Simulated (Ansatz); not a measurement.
# Al4FeCo3: the cost of one run

Method: DFT PBE, scalar-relativistic, plane waves, PAW, unless a step names another level, in Ansatz 0.2.0.

1 further run of the same task is left out (set aside as unsound or not needed). Runs told in other sessions of the task aren't counted.

## (1) The structure to begin with

The structure is cubic, space group Im-3m (No. 229). Conventional cell: a = 5.708 Å, b = 5.708 Å, c = 5.708 Å, α = 90.00°, β = 90.00°, γ = 90.00°. Al (site symmetry -3m) has 2 Fe at 2.47 Å and 6 Co at 2.47 Å in its first shell of neighbours. Around Fe (site symmetry m-3m) lie 8 Al at 2.47 Å. Around Co (site symmetry 4/mmm) lie 8 Al at 2.47 Å.

Structure file:

```
CELL_PARAMETERS angstrom
-2.85419 2.85419 2.85419
2.85419 -2.85419 2.85419
2.85419 2.85419 -2.85419
ATOMIC_POSITIONS crystal
Al 0.00000 0.50000 0.00000
Al 0.50000 0.50000 0.50000
Al 0.00000 0.00000 0.50000
Al 0.50000 0.00000 0.00000
Fe 0.00000 0.00000 0.00000
Co 0.50000 0.00000 0.50000
Co 0.50000 0.50000 0.00000
Co 0.00000 0.50000 0.50000
```

It is the end of an earlier relaxation with the same method, from a generated guess; it needn't be the stable form of this composition. At a tolerance of 0.05 Å it has space group Im-3m (No. 229); it has 11.63 Å³/atom, an uncorrected energy of -0.54 eV/atom over the elements.

## (2) Static run: bands, density of states and charges

input.yaml

```yaml
crystal:
  lattice:
    - [-2.8541907, 2.8541907, 2.8541907]
    - [2.8541907, -2.8541907, 2.8541907]
    - [2.8541907, 2.8541907, -2.8541907]
  atoms:
    - { symbol: Al, position: [0.0, 0.5, 0.0] }
    - { symbol: Al, position: [0.5, 0.5, 0.5] }
    - { symbol: Al, position: [0.0, 0.0, 0.5] }
    - { symbol: Al, position: [0.5, 0.0, 0.0] }
    - { symbol: Fe, position: [0.0, 0.0, 0.0] }
    - { symbol: Co, position: [0.5, 0.0, 0.5] }
    - { symbol: Co, position: [0.5, 0.5, 0.0] }
    - { symbol: Co, position: [0.0, 0.5, 0.5] }
basis:
  ecutwfc: 420
kpoints:
  mp_grid: { grid: [10, 10, 10] }
  band_path:
    path:
      - [[0.0, 0.0, 0.0], [0.5, -0.5, 0.5], [0.0, 0.0, 0.5], [0.0, 0.0, 0.0], [0.25, 0.25, 0.25], [0.5, -0.5, 0.5]]
      - [[0.25, 0.25, 0.25], [0.0, 0.0, 0.5]]
    npoints: 14
hamiltonian:
  xc: pbe
scf:
  occupations: { method: gaussian, width: 0.1 }
  n_extra_bands: 20
output:
  forces: true
  stress: true
  eigenvalues: true
  populations: true
  dos: { projected: true, de: 0.02, nscf_kmesh: { grid: [12, 12, 12] } }
  bader: true
  write_density: true
  write_potential: true
  elf: true
  volumetric_format: npy
```

Started as:

```
> ansatz run input.yaml --threads 4 --pin off --max-ram 8192MiB --backend cpu --events-out ev --progress --plain --runs-dir out
```

**Question.** How long does this run take on 4 threads of Intel Xeon 6975P-C (Granite Rapids), shared host, and how much memory does it need?

About 22 s, with a peak of 0.69 GiB.
